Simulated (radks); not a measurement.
# Gd⁺ in [Xe] 4f7 5d1 6d1: an all-electron calculation

An exercise on one series of results from a longer session: the logs are not shown, and one member is left open.

The numbers are computed with radks (a radial shooting solver on a logarithmic mesh, Libxc functionals) version 1 (scalar-relativistic Kohn-Sham, PBE, spin-unpolarised, spherical densities, finite nucleus), except any that are marked as measured or tabulated.

## The atom as given

```
element            : gadolinium (Z = 64)
charge             : +1
electrons          : 63
configuration      : [Xe] 4f7 5d1 6d1
nuclear rms radius : 5.1569 fm
```

Outer shells as boxes (Hund's rule):

Gd⁺
```
[Xe] core
4f [↑ ][↑ ][↑ ][↑ ][↑ ][↑ ][↑ ]
5d [↑ ][  ][  ][  ][  ]
6d [↑ ][  ][  ][  ][  ]
```

Set-up of the first run:

The run's settings:

```text
Z 64
configuration [Xe] 4f7 5d1 6d1
relativity scalar-relativistic
functional pbe,pbe
spin unpolarised
nucleus finite rms 5.1569 fm
c 137.035999084
```

Started as:

```sh
$ python run_ks.py task.json out
```

The same process makes all the runs of this session.

Steps of the session up to this table: Self-consistent calculation.

One of the session's tables, all rows but one given; the rest of the session is left out.

It belongs to the step «Orbitals and density». Sizes of the orbitals, from the radial functions (bohr):

| level | <r> | outermost maximum (interpolated) | 90 % within | nodes |
| --- | --- | --- | --- | --- |
| 1s | 0.02191 | 0.0139 | 0.0396 | 0 |
| 2s | 0.09329 | 0.0790 | 0.144 | 1 |
| 2p | 0.08237 | 0.0639 | 0.134 | 0 |
| 3s | 0.2444 | 0.224 | 0.358 | 2 |
| 3p | 0.2430 | 0.220 | 0.364 | 1 |
| 3d | 0.2212 | 0.180 | 0.344 | 0 |
| 4s | 0.5528 | 0.516 | 0.794 | 3 |
| 4p | 0.5851 | 0.538 | 0.851 | 2 |
| 4d | 0.6359 | 0.559 | 0.955 | 1 |
| 5s | ? | ? | ? | ? |
| 5p | 1.553 | 1.35 | 2.27 | 3 |
| 4f | 0.8619 | 0.567 | 1.48 | 0 |
| 5d | 2.413 | 1.89 | 3.75 | 2 |
| 6d | 7.270 | 6.80 | 10.3 | 3 |

**Question.** Estimate the row for 5s.

The run gave: <r>: 1.332; outermost maximum (interpolated): 1.20; 90 % within: 1.92; nodes: 4. In the column «<r>» it lies between 4f (0.8619) and 5p (1.553).
